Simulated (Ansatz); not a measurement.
# CH₆BClOSi: one species, many methods

One table from this session's results is given with a row withheld; the runs are named, their logs left out.

Program: Ansatz 0.2.0, Gaussian basis. Level of theory: functionals in def2-TZVPP, the program's frozen cores in correlated methods. These are calculated values, not measurements.

Levels to be run: PBE-D4, r2SCAN-D4, PBE0-D4, B3LYP-D4, ωB97X-V, ωB97M-V, B2PLYP; CCSD(T)/def2-TZVPP; MP2/def2-QZVPP; extrapolation to the limit.

## The relaxed structure

An earlier PBE0-D4 in a triple-zeta def2 set relaxation fixed the geometry.

SMILES `BOC[SiH2]Cl`, 11 atoms, charge 0, spin multiplicity 1.

Atoms are counted from 1 here; the program's logs count them from 0.

Bond lengths: B1–O2 1.343 Å, B1–H6 1.202 Å, B1–H7 1.195 Å, O2–C3 1.424 Å, C3–Si4 1.885 Å, C3–H8 1.094 Å, C3–H9 1.096 Å, Si4–Cl5 2.056 Å, Si4–H10 1.482 Å, Si4–H11 1.480 Å. Angles: O2–B1–H6 120.1°, O2–B1–H7 116.7°, H6–B1–H7 123.3°, B1–O2–C3 122.2°, O2–C3–Si4 108.5°, O2–C3–H8 108.4°, O2–C3–H9 111.1°, Si4–C3–H8 110.3°, Si4–C3–H9 110.6°, H8–C3–H9 108.0°, C3–Si4–Cl5 107.9°, C3–Si4–H10 109.9°, C3–Si4–H11 111.0°, Cl5–Si4–H10 108.7°, Cl5–Si4–H11 108.6°, H10–Si4–H11 110.6°.

Set-up of the first run:

File in.yaml:

```yaml
crystal:
  periodic: [false, false, false]
  atoms:
    - {symbol: B, position_ang: [-0.311896, 1.667189, 1.262858]}
    - {symbol: O, position_ang: [-0.701290, 0.972367, 0.182082]}
    - {symbol: C, position_ang: [-0.585391, -0.444554, 0.108985]}
    - {symbol: Si, position_ang: [0.694091, -0.872088, -1.207697]}
    - {symbol: Cl, position_ang: [0.823857, -2.920930, -1.321552]}
    - {symbol: H, position_ang: [0.129814, 1.091696, 2.221816]}
    - {symbol: H, position_ang: [-0.431668, 2.855356, 1.208292]}
    - {symbol: H, position_ang: [-1.561026, -0.857856, -0.162159]}
    - {symbol: H, position_ang: [-0.297215, -0.866511, 1.078540]}
    - {symbol: H, position_ang: [2.018258, -0.332176, -0.818738]}
    - {symbol: H, position_ang: [0.287965, -0.349494, -2.531728]}
basis:
  gaussian: {orbitals: def2-TZVPP}
hamiltonian: {xc: pbe, dispersion: d4}
output: {forces: true, orbitals: {seedname: orbitals}}
```

Command:

```bash
$ ansatz run in.yaml --threads 4 --pin off --events-out ev --progress --plain --max-ram 10444MiB
```

Among the steps run: PBE-D4 (GGA); r2SCAN-D4 (meta-GGA); PBE0-D4 (hybrid); B3LYP-D4 (hybrid); ωB97X-V (range-separated); ωB97M-V (range-separated); B2PLYP (double hybrid); CCSD(T) in def2-TZVPP; MP2 in def2-QZVPP.

One of the session's tables, all rows but one given; the rest of the session is left out.

It belongs to the step «Atomisation energies». 

```
            method  atomisation energy (kcal/mol)
            PBE-D4                          951.7
         r2SCAN-D4                          945.1
           PBE0-D4                          939.6
          B3LYP-D4                              ?
           ωB97X-V                          945.3
           ωB97M-V                          945.8
            B2PLYP                          931.3
     HF/def2-TZVPP                          710.3
    MP2/def2-TZVPP                          932.0
   CCSD/def2-TZVPP                          904.6
CCSD(T)/def2-TZVPP                          916.8
           MP2/CBS                          955.7
       CCSD(T)/CBS                          940.5
```

**Question.** Estimate the row for B3LYP-D4.

The run gave: atomisation energy (kcal/mol): 940.7. In the column «atomisation energy (kcal/mol)» it lies between CCSD(T)/CBS (940.5) and r2SCAN-D4 (945.1).
